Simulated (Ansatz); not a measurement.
Debugging a rigid scan of one bond length of CH₅AlSe, SMILES [CH3][AlH][SeH] (the Ansatz DFT code, driven from Python).

Script `ch5alse_scan.py`:
```python
"""Stretching a bond of CH5AlSe, the rest held rigid."""

import ansatz as az
import matplotlib.pyplot as plt
import numpy as np

GEOMETRY = """
C    -0.74590    0.89370   -0.46570
Al    0.81870   -0.10260    0.04250
Se    0.69730   -1.59490    1.90530
H    -0.49730    2.03440   -0.42240
H    -1.62580    0.68670    0.19490
H    -1.08390    0.69130   -1.51700
H     2.20270    0.06100   -0.78490
"""

system = az.Crystal.molecule()
for line in GEOMETRY.strip().splitlines():
    symbol, *xyz = line.split()
    system = system.atom(symbol, [float(v) for v in xyz])

symbols = [site.symbol for site in system.cartesian_sites]
start = np.array([site.position_ang for site in system.cartesian_sites])
axis = (start[3] - start[0]) / np.linalg.norm(start[3] - start[0])
moving = [3]
lengths, energies = [0.99, 1.07, 1.17, 1.29, 1.46, 1.75, 2.1, 2.57], []
for length in lengths:
    xyz = start.copy()
    xyz[moving] += (length - np.linalg.norm(start[3] - start[0])) * axis
    point = az.Crystal.molecule()
    for symbol, place in zip(symbols, xyz):
        point = point.atom(symbol, place.tolist())
    calculation = (
        point.calculation()
        .basis(gaussian="def2-SVP")
        .functional("cam_b3lyp")
    )
    data = calculation.run(threads=1, pin="off").report
    energies.append(data["free_energy_ev"])
    print(f"r = {length:6.3f} A  E = {energies[-1]:.5f} eV  <S^2> = {abs(data['mean_field']['state']['spin_squared']):.3f}")

print("energy above the lowest point (eV):", [round(e - min(energies), 3) for e in energies])
plt.figure(figsize=(4.5, 3))
plt.plot(lengths, np.array(energies) - min(energies), "o-")
plt.xlabel("bond length (A)")
plt.ylabel("E - E(min) (eV)")
plt.tight_layout()
plt.savefig("scan.png", dpi=100)
```

Output of `python ch5alse_scan.py`:
```text
r =  0.990 A  E = -73040.59779 eV  <S^2> = 0.750
r =  1.070 A  E = -73040.84322 eV  <S^2> = 0.750
r =  1.170 A  E = -73040.79800 eV  <S^2> = 0.750
r =  1.290 A  E = -73040.45263 eV  <S^2> = 0.750
r =  1.460 A  E = -73039.72377 eV  <S^2> = 0.750
r =  1.750 A  E = -73038.36815 eV  <S^2> = 0.750
r =  2.100 A  E = -73036.94592 eV  <S^2> = 0.750
r =  2.570 A  E = -73035.52758 eV  <S^2> = 0.750
energy above the lowest point (eV): [0.245, 0.0, 0.045, 0.391, 1.119, 2.475, 3.897, 5.316]
```

The script ran to its end, but the result can't be trusted. Why?

The fault: an atom is missing. Mended:

```diff
--- before
+++ after
@@ -14,2 +14,3 @@
 H     2.20270    0.06100   -0.78490
+H     0.32640   -2.72670    0.99140
 """
```

With that change:

```console
$ python ch5alse_scan.py
r =  0.990 A  E = -73057.44620 eV  <S^2> = 0.000
r =  1.070 A  E = -73057.69386 eV  <S^2> = 0.000
r =  1.170 A  E = -73057.65182 eV  <S^2> = 0.000
r =  1.290 A  E = -73057.31067 eV  <S^2> = 0.000
r =  1.460 A  E = -73056.58829 eV  <S^2> = 0.000
r =  1.750 A  E = -73055.24408 eV  <S^2> = 0.000
r =  2.100 A  E = -73053.83450 eV  <S^2> = 0.000
r =  2.570 A  E = -73052.42927 eV  <S^2> = 0.000
energy above the lowest point (eV): [0.248, 0.0, 0.042, 0.383, 1.106, 2.45, 3.859, 5.265]
```

Caveats:
- Total energies depend on the basis set; only differences at equal settings carry meaning.
- The rest of the molecule is held rigid at a force-field or estimated start geometry, and the basis set is modest; single-reference methods fail as a bond breaks.
- The orbitals are restricted, so S² is zero by construction.
- Toward dissociation an unrestricted state can lie under the restricted one, by tenths of an eV for polar bonds under a functional and by 1 to 2 eV or more for others.
- It ran for 29 s on 1 thread of Arm Neoverse V1 (shared host), peak memory 0.3 GiB.

(Lines on the test bed's own set-up are left out of the output.)
